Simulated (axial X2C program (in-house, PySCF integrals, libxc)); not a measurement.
# ClMoCl⁻: bond lengths and stretches, held linear

One table from this session's results is given with a row withheld; the runs are named, their logs left out.

The runs use an in-house X2C program for linear molecules on PySCF integrals; all-electron X2C, two-component (2c) or spin-free, Cl dyall-av3z, Mo dyall-v3z.

All values are calculated.

2 further runs of the same task are left out: 2 set aside as unsound or not needed.

Set-up of the first run:

File task.json:

```json
{"zs": [17, 42, 17], "q": -1, "bas": ["dyall-av3z", "dyall-v3z", "dyall-av3z"], "r0": [2.37, 2.37], "symm": 1, "scan": ["PBE0", "HF", "r2SCAN"], "levels": ["PBE0", "HF", "LDA"], "nst": 2}
```

Keys: zs atomic numbers; q charge; bas basis sets; r0 starting distance in Å; symm equal bonds; scan levels of the two-bond scan (MP2 follows by itself at each HF point); levels methods; nst determinants followed.

Run with:

```bash
> python solin.py task.json out
```

Masses Cl 34.969, Mo 97.905, Cl 34.969 u.

Among the steps run: Scan at PBE0, 2c; Scan at HF, 2c; Scan at r2SCAN, 2c.

One of the session's tables, all rows but one given; the rest of the session is left out.

| level | r(Cl–Mo) (Å) | r(Mo–Cl) (Å) | lower stretch (cm⁻¹) | upper stretch (cm⁻¹) |
| --- | --- | --- | --- | --- |
| PBE0, 2c | 2.434 | 2.434 | 266.2 | 309.5 |
| HF, 2c | 2.528 | 2.528 | 243.3 | 277.1 |
| r2SCAN, 2c | 2.441 | 2.441 | 265.0 | 304.8 |
| MP2, 2c | 2.423 | 2.423 | 273.7 | 319.6 |
| PBE0, spin-free | 2.434 | 2.434 | 266.4 | 309.7 |
| HF, spin-free | 2.527 | 2.527 | 243.6 | 277.4 |
| r2SCAN, spin-free | 2.440 | 2.440 | 265.2 | 304.9 |
| MP2, spin-free | ? | ? | ? | ? |

Q: Estimate the row for MP2, spin-free from the others.

The run gave: r(Cl–Mo) (Å): 2.423; r(Mo–Cl) (Å): 2.423; lower stretch (cm⁻¹): 273.9; upper stretch (cm⁻¹): 319.8.

Scans not shown above were run alike.

Caveats from the session: For an anion the highest level of a functional can be positive, and the basis then holds the extra electron. The molecule was held linear; bending was not examined, so a bent shape may lie lower.
